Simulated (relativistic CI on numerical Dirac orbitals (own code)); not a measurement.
**Tb²⁺: one ion under different settings**

How much do the settings matter for Tb²⁺? One ion, several inputs.

The numbers are computed with relativistic CI on numerical Dirac orbitals (own code) version 3 (Dirac-Coulomb-Breit CI, KLI orbitals optimised for each configuration, model QED (radiative potential, 1s self-energy scaled to tabulated hydrogen-like ionisation energies), numerical settings as typed), except any that are marked as measured or tabulated.

## 1. The system

- ion: Tb²⁺ (Tb III)
- nuclear charge: 65
- electrons: 63
- isotope: A = 159

## 2. Usual settings

Input settings:

```ini
atom Tb  Z=65  charge=2  electrons=63
nucleus A=159  rms_radius_fm=5.0600
hamiltonian dirac-coulomb  breit=on  qed=on  c_scale=1
orbitals kli  potential=per-configuration
slater_scale 1
correlation none
mixing on
grid step=0.0125 r_max=67.1
scf mixing=0.4 start=green max_iterations=150 tolerance=2e-08 node_fill=0.05
configurations
  [Xe] 4f9
end
```

Launch:

```bash
$ python run_levels.py task.json out
```

The settings of every run stand in task.json; they run in order.

## 3. Tolerance 1e-06, nuclear radius 5.566

Input settings:

```ini
atom Tb  Z=65  charge=2  electrons=63
nucleus A=159  rms_radius_fm=5.5660
hamiltonian dirac-coulomb  breit=on  qed=on  c_scale=1
orbitals kli  potential=per-configuration
slater_scale 1
correlation none
mixing on
grid step=0.0125 r_max=67.1
scf mixing=0.4 start=green max_iterations=150 tolerance=1e-06 node_fill=0.05
configurations
  [Xe] 4f9
end
```

## 4. Potential mixing 0.9

Input settings:

```ini
atom Tb  Z=65  charge=2  electrons=63
nucleus A=159  rms_radius_fm=5.0600
hamiltonian dirac-coulomb  breit=on  qed=on  c_scale=1
orbitals kli  potential=per-configuration
slater_scale 1
correlation none
mixing on
grid step=0.0125 r_max=67.1
scf mixing=0.9 start=green max_iterations=150 tolerance=2e-08 node_fill=0.05
configurations
  [Xe] 4f9
end
```

## 5. Node fill 0, QED terms off, start potential thomas-fermi

Input settings:

```ini
atom Tb  Z=65  charge=2  electrons=63
nucleus A=159  rms_radius_fm=5.0600
hamiltonian dirac-coulomb  breit=on  qed=off  c_scale=1
orbitals kli  potential=per-configuration
slater_scale 1
correlation none
mixing on
grid step=0.0125 r_max=67.1
scf mixing=0.4 start=thomas-fermi max_iterations=150 tolerance=2e-08 node_fill=0
configurations
  [Xe] 4f9
end
```

## 6. Iteration limit 20, tolerance 1e-10

Input settings:

```ini
atom Tb  Z=65  charge=2  electrons=63
nucleus A=159  rms_radius_fm=5.0600
hamiltonian dirac-coulomb  breit=on  qed=on  c_scale=1
orbitals kli  potential=per-configuration
slater_scale 1
correlation none
mixing on
grid step=0.0125 r_max=67.1
scf mixing=0.4 start=green max_iterations=20 tolerance=1e-10 node_fill=0.05
configurations
  [Xe] 4f9
end
```

## 7. Node fill 5

Changes to the settings of step 6:

```diff
@@ -8,3 +8,3 @@
 grid step=0.0125 r_max=67.1
-scf mixing=0.4 start=green max_iterations=20 tolerance=1e-10 node_fill=0.05
+scf mixing=0.4 start=green max_iterations=67 tolerance=2e-08 node_fill=5
 configurations
```

(Steps that only read results are left out.)

What does the calculation give? Wanted: lowest level, usual settings; total energy; first excitation.

**Answer**, as computed:

| setting | total energy less usual (Ha) | largest shift of a level among the lowest eight of both runs, same label and place (cm⁻¹) | SCF iterations | time | lowest level | kind of change |
| --- | --- | --- | --- | --- | --- | --- |
| usual | 0 | 0 | 14 | 0.38 s | 4f9 6H°15/2 | - |
| tolerance 1e-06, nuclear radius 5.566 | 0.165 | 0.0709 | 12 | 0.36 s | 4f9 6H°15/2 | unphysical constant |
| potential mixing 0.9 | 0 | 0 | 18 | 0.4 s | 4f9 6H°15/2 | numerical |
| node fill 0, QED terms off, start potential thomas-fermi | -7.34 | 229 | 18 | 0.35 s | 4f9 6H°15/2 | model term |
| iteration limit 20, tolerance 1e-10 | 0 | 0 | 16 | 0.37 s | 4f9 6H°15/2 | numerical |
| node fill 5 | 0.854 | 4110 | 14 | 0.37 s | 4f9 6H°15/2 | unsound |

| quantity | value |
| --- | --- |
| lowest level, usual settings | 4f9 6H°15/2 |
| total energy | -11693.9221 Ha |
| first excitation | 2790.0 cm⁻¹ |

In words: Among the runs whose levels can be followed, they move most under «node fill 5» (unsound), by up to 4110 cm⁻¹. No visible change in the result comes from «potential mixing 0.9» or «iteration limit 20, tolerance 1e-10». Only the listed configurations are in the model. Near neutrality, missing correlation can shift configurations against each other by thousands of cm⁻¹.
